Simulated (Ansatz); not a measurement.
# In2Ni6C: the cost of one run

Method: DFT r2SCAN, scalar-relativistic, plane waves, PAW, in Ansatz 0.2.0.

2 further runs of the same task are left out: 2 that didn't finish.

### Step 1. The structure to begin with

It takes space group P4/mmm (No. 123, tetragonal). The conventional cell has a = 3.837 Å, b = 3.837 Å, c = 7.506 Å, α = 90.00°, β = 90.00°, γ = 90.00°. In (site symmetry 4mm) is surrounded by 12 Ni at 2.63 to 2.74 Å. Around Ni (site symmetry 4mm) lie 1 C at 1.90 Å. Around Ni (site symmetry mmm) lie 2 C at 1.92 Å. Ni (site symmetry mmm) is surrounded by 4 In at 2.63 Å and 8 Ni at 2.67 to 2.71 Å. Around C (site symmetry 4/mmm) lie 6 Ni at 1.90 to 1.92 Å.

Coordinates:

```cif
data_structure
_symmetry_space_group_name_H-M 'P4/mmm'
_symmetry_Int_Tables_number 123
_cell_length_a 3.8368
_cell_length_b 3.8368
_cell_length_c 7.5058
_cell_angle_alpha 90.000
_cell_angle_beta 90.000
_cell_angle_gamma 90.000
_cell_volume 110.49
loop_
_atom_site_label
_atom_site_type_symbol
_atom_site_symmetry_multiplicity
_atom_site_Wyckoff_symbol
_atom_site_fract_x
_atom_site_fract_y
_atom_site_fract_z
_atom_site_occupancy
In1 In 2 g 0.00000 0.00000 0.73882 1
Ni1 Ni 2 h 0.50000 0.50000 0.74672 1
Ni2 Ni 2 f 0.50000 0.00000 0.00000 1
Ni3 Ni 2 e 0.50000 0.00000 0.50000 1
C1 C 1 c 0.50000 0.50000 0.00000 1
```

Source of the structure: the Materials Project (structure only).

(A quick probe on a coarse mesh, which set the mesh and smearing, is not shown.)

### Step 3. The relaxation

input.yaml reads:

```yaml
crystal:
  lattice:
    - [3.836789, 0.0, 0.0]
    - [0.0, 3.836789, 0.0]
    - [0.0, 0.0, 7.505769]
  atoms:
    - { symbol: In, position: [0.0, 0.0, 0.738819] }
    - { symbol: In, position: [0.0, 0.0, 0.261181] }
    - { symbol: Ni, position: [0.5, 0.5, 0.746721], spin: 0.19 }
    - { symbol: Ni, position: [0.5, 0.5, 0.253279], spin: 0.19 }
    - { symbol: Ni, position: [0.5, 0.0, 0.0] }
    - { symbol: Ni, position: [0.5, 0.0, 0.5], spin: 0.31 }
    - { symbol: Ni, position: [0.0, 0.5, 0.0] }
    - { symbol: Ni, position: [0.0, 0.5, 0.5], spin: 0.31 }
    - { symbol: C, position: [0.5, 0.5, 0.0] }
basis:
  ecutwfc: 500
kpoints:
  mp_grid: { grid: [10, 10, 6] }
hamiltonian:
  xc: r2scan
scf:
  occupations: { method: gaussian, width: 0.1 }
output:
  forces: true
  stress: true
  eigenvalues: true
  populations: true
magnetization:
  spin_polarized: true
relax:
  adjacent_minimum: "off"
  f_tol: 0.01
  max_steps: 80
  cell: { stress_tol: 0.05 }
```

The run is started by

```
ansatz run input.yaml --threads 4 --pin off --max-ram 9216MiB --backend cpu --events-out ev --progress --plain --runs-dir out
```

**Question.** How long does this run take on 4 threads of Intel Xeon 6975P-C (Granite Rapids), shared host, and how much memory does it need?

About 5.8 min, with a peak of 1.8 GiB.
